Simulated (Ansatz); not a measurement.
Working through a ladder of basis sets of BrMg (charge -1)

Program: the Ansatz DFT code, driven from Python.

The script reads `brmg.xyz`:
```text
2

Mg    0.00000    0.00000    0.00000
Br    0.00000    0.00000    2.57000
```

The cells in order, each with its output:

```python
import warnings

import ansatz

FUNCTIONAL = "pbe0"
NET_CHARGE = -1
```

```python
warnings.simplefilter("ignore", ansatz.DeckWarning)
```

```python
mol = ansatz.Crystal.molecule_from_extxyz("brmg.xyz")
```

```python
model = mol.calculation().functional(FUNCTIONAL).charge(NET_CHARGE)
```

```python
energies = {}
for basis in ["cc-pVDZ", "cc-pVTZ", "cc-pVQZ"]:
    r = model.basis(gaussian=basis).run().report
    size = r["n_frozen"] + r["n_occupied"][0] + r["n_virtual"][0]
    energies[basis] = (r["reference_energy_ev"] / 27.211386246, r["free_energy_ev"] / 27.211386246)
    print(f"{basis:14s} {size:4d} orbitals  reference {energies[basis][0]:14.6f} Ha  total {energies[basis][1]:14.6f} Ha")
```

    cc-pVDZ          45 orbitals  reference   -2773.903931 Ha  total   -2773.903931 Ha
    cc-pVTZ          77 orbitals  reference   -2773.987431 Ha  total   -2773.987431 Ha
    cc-pVQZ         127 orbitals  reference   -2773.992554 Ha  total   -2773.992554 Ha

```python
last = energies["cc-pVQZ"][1]
for basis, (_, total) in energies.items():
    print(f"{basis:14s} lies {27.211386 * (total - last):9.4f} eV above cc-pVQZ")
```

    cc-pVDZ        lies    2.4115 eV above cc-pVQZ
    cc-pVTZ        lies    0.1394 eV above cc-pVQZ
    cc-pVQZ        lies    0.0000 eV above cc-pVQZ

Against cc-pVDZ: cc-pVTZ -83.5 mHa and cc-pVQZ -88.6 mHa. The last step alone is -5.12 mHa. From the first set to the last the time grows from 0.8 to 1.8 s.

The drop along the ladder measures the basis error, and is no property of the molecule. The geometry is a force-field or estimated start, not a minimum of this method, and the last set is no limit. Much of the fall in a total is atomic energy, which cancels in bond and reaction energies. The spin state was assumed, and another may lie lower. Anions want diffuse functions, which this basis lacks. The whole script took 3.8 s on 1 thread of INTEL(R) XEON(R) PLATINUM 8581C CPU @ 2.10GHz (Emerald Rapids), on a shared host, peak memory 0.29 GiB.
